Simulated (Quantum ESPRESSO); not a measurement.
Write the native input for Quantum ESPRESSO 7.5 that does the following.

* Task: single point
* Functional: PBE
* Potentials or basis: GBRV 1.5 PBE
* Cutoff: 612 eV
* Density cutoff: 4898 eV
* k mesh: 18 × 18 × 18
* Occupations: methfessel-paxton, width 0.1 eV
* Spin: no spin polarisation
* Mixing beta: 0.5
* Most SCF iterations: 120
* SCF threshold: 2e-10 Ry

The system is Mo.

```xyz
1
Lattice="-1.4400 1.4400 1.4400 1.4400 -1.4400 1.4400 1.4400 1.4400 -1.4400" Properties=species:S:1:pos:R:3 pbc="T T T"
Mo    0.0000    0.0000    0.0000
```

The cell was built by a generator and needn't be a form met in nature.

These files were run (other wordings do the same):

pw.in

```
&CONTROL
  calculation = 'scf'
  prefix = 'pwscf'
  outdir = './tmp'
  pseudo_dir = './pseudo'
  tprnfor = .true.
  tstress = .true.
  disk_io = 'nowf'
/
&SYSTEM
  ibrav = 0
  nat = 1
  ntyp = 1
  ecutwfc = 45
  ecutrho = 360
  nbnd = 13
  occupations = 'smearing'
  smearing = 'mp'
  degauss = 0.00734986
/
&ELECTRONS
  conv_thr = 2d-10
  electron_maxstep = 120
  mixing_beta = 0.5
/
ATOMIC_SPECIES
Mo    95.9500 mo_pbe_v1.uspp.F.UPF
CELL_PARAMETERS angstrom
  -1.4400000000    1.4400000000    1.4400000000
   1.4400000000   -1.4400000000    1.4400000000
   1.4400000000    1.4400000000   -1.4400000000
ATOMIC_POSITIONS crystal
Mo     0.0000000000    0.0000000000    0.0000000000
K_POINTS automatic
18 18 18 0 0 0
```

Potentials or basis: GBRV 1.5 PBE.

Launch:

```console
$ OMP_NUM_THREADS=1 pw.x -in pw.in > pw.out
```

It gave:

```
Pressure               : 125.8 GPa
Band gap on the k mesh : none (metal or under the smearing width)
```

Caveat: a pressure of tens of GPa on the cell as given is suspect, and the run, the potentials or the cell itself is likely at fault.

Run time: 11 s on 1 thread of Intel(R) Xeon(R) 6975P-C (Granite Rapids), on a shared host, peak memory 0.08 GiB.
